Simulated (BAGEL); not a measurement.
# GaH3S (SMILES [SH][GaH2]) at HF/3-21G (density fitting with qzvpp-jkfit)

What is the vertical ionisation energy of GaH3S at HF/3-21G (density fitting with qzvpp-jkfit)? 

The calculation is run with BAGEL 1.2.2.

6 further runs of the same task are left out: 6 that didn't finish.

### Step 1. The structure to begin with

GaH3S: 5 atoms, total charge 0, spin state singlet. SMILES: `[SH][GaH2]`. The coordinates come from a PBE0-D4/def2-TZVP relaxation.

Bond lengths: S1–Ga2 2.199 Å, S1–H3 1.343 Å, Ga2–H4 1.559 Å, Ga2–H5 1.560 Å. Angles: S1–Ga2–H4 115.2°, S1–Ga2–H5 118.1°, Ga2–S1–H3 95.0°, H4–Ga2–H5 126.7°.

### Step 2. A single-point energy at HF/3-21G (density fitting with qzvpp-jkfit)

input.json reads:

```json
{ "bagel": [

{
  "title": "molecule",
  "basis": "3-21g",
  "df_basis": "qzvpp-jkfit",
  "angstrom": true,
  "geometry": [
    { "atom": "S", "xyz": [       0.039000,      -1.453300,       0.684400 ] },
    { "atom": "Ga", "xyz": [      -0.329300,       0.433200,      -0.383400 ] },
    { "atom": "H", "xyz": [       1.263800,      -1.108400,       1.113300 ] },
    { "atom": "H", "xyz": [      -1.711200,       0.532500,      -1.097900 ] },
    { "atom": "H", "xyz": [       0.787500,       1.522400,      -0.357800 ] }
  ]
},

{ "title": "hf", "charge": 0 },

{ "title": "print", "file": "orbitals.molden", "orbitals": true }

]}
```

Command:

```sh
BAGEL_NUM_THREADS=1 BAGEL input.json > input.out
```

Standard output:

```text
* using 1 threads per process

  ===============================================================
  ===============================================================

  *** Geometry ***

  { "atom" : "S", "xyz" : [      0.073699,     -2.746339,      1.293329 ] },
  { "atom" : "Ga", "xyz" : [     -0.622287,      0.818629,     -0.724521 ] },
  { "atom" : "H", "xyz" : [      2.388236,     -2.094572,      2.103832 ] },
  { "atom" : "H", "xyz" : [     -3.233699,      1.006279,     -2.074730 ] },
  { "atom" : "H", "xyz" : [      1.488159,      2.876919,     -0.676144 ] },

  Number of auxiliary basis functions:      448

  Since a DF basis is specified, we compute 2- and 3-index integrals:
    o Being stored without compression. Storage requirement is 0.006 GB

  Number of basis functions:       41
  Number of electrons      :       50

    * METHOD: MOLECULE                             0.12

  *** RHF ***

  === Nuclear Repulsion ===
   158.6064576244

      * DIIS with orbital gradients will be used.

  === RHF iteration (3-21g) ===
      0      -2311.10863463          0.01019936           0.03
      1      -2311.14154472          0.00295525           0.02
      2      -2311.14468109          0.00082514           0.02
      3      -2311.14499107          0.00010621           0.02
      4      -2311.14499854          0.00002118           0.02
      5      -2311.14499888          0.00000389           0.02
      6      -2311.14499889          0.00000048           0.02
      7      -2311.14499889          0.00000012           0.02
      8      -2311.14499889          0.00000003           0.02
      9      -2311.14499889          0.00000001           0.02
     10      -2311.14499889          0.00000000           0.02
    * SCF iteration converged.

    * Permanent dipole moment:
           (   -0.315573,    -0.882517,     0.263755) a.u.

    * METHOD: HF                                   0.36

    * METHOD: PRINT                                0.00

  ===============================================================
```

Run time: 0.64 s. Hardware: 1 thread of Arm Neoverse V2, shared host; peak memory 0.081 GiB.

### Step 3. The doublet cation at the same level

input.json reads:

```json
{ "bagel": [

{
  "title": "molecule",
  "basis": "3-21g",
  "df_basis": "qzvpp-jkfit",
  "angstrom": "true",
  "geometry": [
    { "atom": "S", "xyz": [    0.039000,   -1.453300,    0.684400 ] },
    { "atom": "Ga", "xyz": [   -0.329300,    0.433200,   -0.383400 ] },
    { "atom": "H", "xyz": [    1.263800,   -1.108400,    1.113300 ] },
    { "atom": "H", "xyz": [   -1.711200,    0.532500,   -1.097900 ] },
    { "atom": "H", "xyz": [    0.787500,    1.522400,   -0.357800 ] }
  ]
},
{ "title": "uhf", "charge": 1, "nopen": 1 },
{ "title": "print", "file": "orbitals.molden", "orbitals": "true" }

]}
```

Command:

```sh
BAGEL_NUM_THREADS=1 BAGEL input.json > input.out
```

Standard output:

```text
* using 1 threads per process

  ===============================================================
  ===============================================================

  *** Geometry ***

  { "atom" : "S", "xyz" : [      0.073699,     -2.746339,      1.293329 ] },
  { "atom" : "Ga", "xyz" : [     -0.622287,      0.818629,     -0.724521 ] },
  { "atom" : "H", "xyz" : [      2.388236,     -2.094572,      2.103832 ] },
  { "atom" : "H", "xyz" : [     -3.233699,      1.006279,     -2.074730 ] },
  { "atom" : "H", "xyz" : [      1.488159,      2.876919,     -0.676144 ] },

  Number of auxiliary basis functions:      448

  Since a DF basis is specified, we compute 2- and 3-index integrals:
    o Being stored without compression. Storage requirement is 0.006 GB

  Number of basis functions:       41
  Number of electrons      :       50

    * METHOD: MOLECULE                             0.12

  *** Open-shell HF ***

  === Nuclear Repulsion ===
   158.6064576244

      * DIIS with orbital gradients will be used.

  === UHF iteration (3-21g) ===
      0      -2310.75944703          0.02001258           0.05
      1      -2310.80373117          0.00456799           0.05
      2      -2310.80621107          0.00118014           0.05
      3      -2310.80649202          0.00035963           0.05
      4      -2310.80654604          0.00006036           0.05
      5      -2310.80656218          0.00001545           0.05
      6      -2310.80656782          0.00000501           0.05
      7      -2310.80656928          0.00000342           0.04
      8      -2310.80656990          0.00000243           0.05
      9      -2310.80656987          0.00000164           0.05
     10      -2310.80656987          0.00000086           0.05
     11      -2310.80656991          0.00000036           0.05
     12      -2310.80656993          0.00000012           0.05
     13      -2310.80656994          0.00000003           0.05
     14      -2310.80656994          0.00000001           0.05
     15      -2310.80656994          0.00000001           0.05
    * SCF iteration converged.

    * S^2 (UHF) is 0.7546

    * Permanent dipole moment:
           (   -0.741287,     0.478032,    -0.583671) a.u.

    * METHOD: UHF                                  0.87

    * METHOD: PRINT                                0.00

  ===============================================================
```

Wall time 1.1 s (1 thread of Arm Neoverse V2, shared host); peak memory 0.081 GiB.

### Step 4. Results

Level: HF/3-21G (density fitting with qzvpp-jkfit).

```
                                          quantity           value
                       singlet GaH3S: total energy  -2311.14500 Eh
                      singlet GaH3S: dipole moment          2.47 D
                        singlet GaH3S: HOMO energy       -10.51 eV
                        singlet GaH3S: LUMO energy         1.03 eV
                      singlet GaH3S: HOMO–LUMO gap        11.54 eV
                      doublet cation: total energy  -2310.80657 Eh
                              doublet cation: ⟨S²⟩           0.755
vertical ionisation energy (to the doublet cation)        9.209 eV
```

What this shows: Removing an electron at fixed nuclei costs 9.21 eV (212 kcal/mol). −ε(HOMO) before ionisation, 10.51 eV, is 1.30 eV above this ionisation energy.
